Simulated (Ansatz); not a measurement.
# SiO2: the cost of one run

Program: Ansatz 0.2.0. Level of theory: DFT r2SCAN, scalar-relativistic, plane waves, PAW. These are calculated values, not measurements.

## Step 1: Starting point

It takes space group P4_32_12 (No. 96, tetragonal). The conventional cell has a = 4.983 Å, b = 4.983 Å, c = 6.920 Å, α = 90.00°, β = 90.00°, γ = 90.00°. Around Si (site symmetry 2) lie 4 O at 1.61 Å. O (site symmetry 1) is surrounded by 2 Si at 1.61 Å.

Structure file:

```
CELL_PARAMETERS angstrom
4.98338 0.00000 0.00000
0.00000 4.98338 0.00000
0.00000 0.00000 6.91954
ATOMIC_POSITIONS crystal
Si 0.80206 0.80206 0.50000
Si 0.69794 0.30206 0.25000
Si 0.19794 0.19794 0.00000
Si 0.30206 0.69794 0.75000
O 0.26169 0.39152 0.81891
O 0.10848 0.76169 0.56891
O 0.73831 0.60848 0.31891
O 0.89152 0.23831 0.06891
O 0.76169 0.10848 0.43109
O 0.60848 0.73831 0.68109
O 0.23831 0.89152 0.93109
O 0.39152 0.26169 0.18109
```

It is the result of an earlier relaxation at this level (volume 14.32 Å³/atom; gap on the mesh: 6.34 eV).

## Step 2: The cell scaled to 0.97 of its volume

Input file input.yaml:

```yaml
crystal:
  lattice:
    - [4.9330387123, 0.0, 0.0]
    - [0.0, 4.9330387123, 0.0]
    - [0.0, 0.0, 6.8496441427]
  atoms:
    - { symbol: Si, position: [0.8020608478, 0.8020608478, 0.5] }
    - { symbol: Si, position: [0.6979391522, 0.3020608478, 0.25] }
    - { symbol: Si, position: [0.1979391522, 0.1979391522, 0.0] }
    - { symbol: Si, position: [0.3020608478, 0.6979391522, 0.75] }
    - { symbol: O, position: [0.2616872086, 0.3915242426, 0.8189054952] }
    - { symbol: O, position: [0.1084757574, 0.7616872086, 0.5689054952] }
    - { symbol: O, position: [0.7383127914, 0.6084757574, 0.3189054952] }
    - { symbol: O, position: [0.8915242426, 0.2383127914, 0.0689054952] }
    - { symbol: O, position: [0.7616872086, 0.1084757574, 0.4310945048] }
    - { symbol: O, position: [0.6084757574, 0.7383127914, 0.6810945048] }
    - { symbol: O, position: [0.2383127914, 0.8915242426, 0.9310945048] }
    - { symbol: O, position: [0.3915242426, 0.2616872086, 0.1810945048] }
basis:
  ecutwfc: 500
kpoints:
  mp_grid: { grid: [6, 6, 4] }
hamiltonian:
  xc: r2scan
scf:
  occupations: { method: gaussian, width: 0.02 }
output:
  forces: true
  stress: true
  eigenvalues: true
relax:
  adjacent_minimum: "off"
  f_tol: 0.01
  max_steps: 30
  cell: { stress_tol: 0.1, fix: [volume] }
```

Run with:

```bash
ansatz run input.yaml --threads 8 --pin off --max-ram 22528MiB --backend cpu --events-out ev --progress --plain --runs-dir out
```

What time and memory should one allow on 8 threads of an Arm CPU, shared host?

About 33 s, with a peak of 1 GiB.
